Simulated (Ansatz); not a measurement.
# ClF3Sn: the cost of one run

Program: Ansatz 0.2.0, driven from Python. Level of theory: B3LYP/def2-SVP. These are calculated values, not measurements.

### 1 Starting point

Bond lengths: F1–Sn2 1.932 Å, Sn2–F3 1.912 Å, Sn2–F4 1.908 Å, Sn2–Cl5 2.355 Å. Angles: F1–Sn2–F3 107.8°, F1–Sn2–F4 111.7°, F1–Sn2–Cl5 111.4°, F3–Sn2–F4 107.4°, F3–Sn2–Cl5 109.5°, F4–Sn2–Cl5 109.1°.

clf3sn.xyz, read by the script:

```xyz
5

F    -1.01570   -0.40370    1.63560
Sn   -0.01140   -0.08910    0.01530
F     1.78360   -0.67450    0.31840
F    -0.70150   -1.10030   -1.44860
Cl   -0.00510    2.19400   -0.56210
```

### 2 The code

The input, spin_clf3sn.py:

```python
"""Vertical spin-state energies of ClF3Sn."""

import warnings

import ansatz


def main() -> None:
    warnings.simplefilter("ignore", ansatz.DeckWarning)

    clf3sn = ansatz.Crystal.molecule_from_extxyz("clf3sn.xyz")

    job = (
        clf3sn.calculation()
        .basis(gaussian="def2-SVP")
        .functional("b3lyp")
    )
    found = {}
    for unpaired in [0, 2]:
        data = job.spin("collinear", total=unpaired).run(threads=1).report
        s = unpaired / 2
        found[unpaired] = data["free_energy_ev"]
        print(f"2S+1 = {unpaired + 1}: E = {found[unpaired]:.5f} eV, <S^2> = {abs(data['mean_field']['state']['spin_squared']):.3f} (pure state {s * (s + 1):.2f})")
    lowest = min(found, key=found.get)
    for unpaired, e in found.items():
        print(f"multiplicity {unpaired + 1}: {96.485332 * (e - found[lowest]):.1f} kJ/mol above the lowest")


if __name__ == "__main__":
    main()
```

### 3 What the engine is handed

The engine receives this input (first run):

```yaml
crystal:
  periodic: [false, false, false]
  atoms:
    - { symbol: F, position_ang: [-1.0157, -0.4037, 1.6356] }
    - { symbol: Sn, position_ang: [-0.0114, -0.0891, 0.0153] }
    - { symbol: F, position_ang: [1.7836, -0.6745, 0.3184] }
    - { symbol: F, position_ang: [-0.7015, -1.1003, -1.4486] }
    - { symbol: Cl, position_ang: [-0.0051, 2.194, -0.5621] }
basis:
  gaussian:
    orbitals: def2-SVP
hamiltonian:
  xc: b3lyp
magnetization:
  spin_polarized: true
  initial_magnetization: 0.0
```

### 4 Running it

Launch:

```console
python spin_clf3sn.py
```

Q: Estimate wall time and peak memory on 1 thread of Arm Neoverse V2, shared host.

About 66 s, with a peak of 0.4 GiB.
